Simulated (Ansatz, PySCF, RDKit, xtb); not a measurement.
**Isomers of C3H9OPSi, a sample narrowed down**

Which of a sample of isomers of C3H9OPSi is the most stable in the gas at 298.15 K, and what are its properties? The sample is small against all isomers, and the most stable one of this formula need not be in it.

The funnel: GFN2-xTB relaxations, single points with a density functional, relaxations at PBE0-D3(BJ)/def2-SVP, harmonic vibrations (at GFN2-xTB), and a last energy at a higher level. All values are calculated.

## (1) Possible bonding patterns

Isomers were taken from a list of plausible structures; this is a sample, not all of them. That gives 7 candidates.

```csv
label,SMILES,spin
c116,P[Si@@H]1CCCO1,singlet
c150,O=[P@H]1C[C@@H]([SiH3])C1,singlet
c420,C=CCO[SiH2]P,singlet
c512,C=CO[Si@H](C)P,singlet
c650,C=COC[SiH2]P,singlet
c767,O=[P@@H]1CC[C@@H]1[SiH3],singlet
c781,O=CCC[SiH2]P,singlet
```

Candidates are built by distance geometry, with a force field where one applies, in up to four conformers (letters a to d).

Q: Predict the outcome of this search (final energies at CCSD(T)/def2-SVP + MP2/def2-TZVPP - MP2/def2-SVP).

| quantity | value |
| --- | --- |
| lowest structure found | P[Si@@H]1CCCO1, singlet |
| next finalist | C=CO[Si@H](C)P, singlet, 5.2 kcal/mol higher in G |
| share at equilibrium, among the finalists | 100.0 % |
| dipole moment (PBE0/def2-SVPD) | 1.76 D |
| HOMO energy (PBE0/def2-SVPD) | -7.26 eV |
| LUMO energy (PBE0/def2-SVPD) | 0.23 eV |
| HOMO–LUMO gap (PBE0/def2-SVPD) | 7.49 eV |
| lowest excitation (TD-PBE0/def2-SVPD) | 6.11 eV (f = 0.003) |
| strongest of the states computed, same level | 7.19 eV (f = 0.176) |
| lowest triplet excitation, same level, Tamm-Dancoff | 5.50 eV |
| vertical ionisation energy | 9.12 eV |
| vertical electron affinity | -1.42 eV (unbound: the value depends on the basis) |
| vertical triplet less singlet | +5.51 eV |

The lowest structure found is `P[Si@@H]1CCCO1`. Among the finalists first place is clear (5.2 kcal/mol); structures outside the list aren't covered. GFN2-xTB, HF/STO-3G, r2SCAN-D4/def2-SVP, PBE0-D3(BJ)/def2-SVP, HF/def2-SVP and MP2/def2-SVP already put its bonding pattern lowest among the structures in one piece. 2 minima inside the window were never screened. Lowest found is not proven lowest: the search is finite, and each finalist counts with one conformer. Only 7 drawn patterns were tried, so whole families of isomers are missing, and the result ranks this sample alone. The lowest isomer need not be the one that is made and kept in a bottle, which depends on barriers.
